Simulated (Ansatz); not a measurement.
**MnPt2 in Ansatz: the effect of functional**

MnPt2:

```xyz
3
Lattice="2.8198 0.0000 0.0000 -1.4099 2.4420 0.0000 0.0000 0.0000 6.4442" Properties=species:S:1:pos:R:3 pbc="T T T"
Pt    1.4099    0.8140    2.0377
Pt    0.0000    1.6280    4.4065
Mn    0.0000    0.0000    0.0000
```

The cell comes from a database or a generator and needn't be the stable form of this composition.

The cell isn't the ideal one: volume scaled by 0.96.

Alike in all runs:

```yaml
Program: Ansatz 0.2.0
Task: single point
Potentials_or_basis: Ansatz PAW
k_mesh: 11 × 11 × 4
Occupations: fermi-dirac, width 0.05 eV
Spin: collinear spin, ferromagnetic start
Starting_moments: "[0.0, 0.0, 4.0] μB"
```

**Question.** One run gave: pressure -9.6 GPa; moment 4.03 μB; largest force 0.01 eV/Å. Which functional did it use?
A. LDA
B. r2SCAN
C. PBE

**Answer.** A.

```tsv
functional	cutoff	pressure (GPa)	moment (μB)	largest force (eV/Å)
LDA	420 eV (not typed: the program's choice for these potentials)	-9.6	4.03	0.01
r2SCAN	500 eV (not typed: the program's choice for these potentials)	6.4	4.79	0.14
PBE	420 eV (not typed: the program's choice for these potentials)	7.3	4.36	0.11
```

Caveats: the PAW data sets come from PBE, with cores solved anew for the run's functional, which leaves a small shift of forces and pressure (some runs); the magnetic or orbital state may not be the lowest (some runs).
